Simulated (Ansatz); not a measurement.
# CH2ISi: the cost of one run

Program: Ansatz 0.2.0. Level of theory: RKS revPBE-D4/def2-SVP. These are calculated values, not measurements.

## Step 1: Starting point

Bond lengths: C1–Si2 1.717 Å, Si2–I3 2.685 Å, C1–H4 1.112 Å, Si2–H5 1.486 Å. Angles: C1–Si2–I3 109.5°, C1–Si2–H5 159.1°, I3–Si2–H5 91.4°, Si2–C1–H4 112.5°.

As a file:

```xyz
5

C    -1.3188   -0.2606   -0.4445
Si    0.2480    0.2746    0.0113
I     1.5776   -1.7405    1.1857
H    -1.9145    0.5384   -0.9369
H     1.4078    1.1881    0.1844
```

## Step 2: End point A

input.yaml

```yaml
crystal:
  periodic: [false, false, false]
  atoms:
    - { symbol: C, position_ang: [-1.31876, -0.26064, -0.4445] }
    - { symbol: Si, position_ang: [0.248, 0.27462, 0.01133] }
    - { symbol: I, position_ang: [1.57755, -1.7405, 1.18573] }
    - { symbol: H, position_ang: [-1.91454, 0.53839, -0.93692] }
    - { symbol: H, position_ang: [1.40775, 1.18812, 0.18436] }
total_charge: -1
basis:
  gaussian: { orbitals: def2-SVP }
hamiltonian:
  xc: revpbe
  dispersion: d4
relax:
  f_tol: 0.015
  max_steps: 40
```

The run is started by

```bash
$ ansatz run input.yaml --threads 1 --pin off --max-ram 2048MiB --backend cpu --events-out ev --progress --plain --runs-dir out
```

What time and memory should one allow on 1 thread of Arm Neoverse V1, shared host?

About 18 s, with a peak of 0.13 GiB.
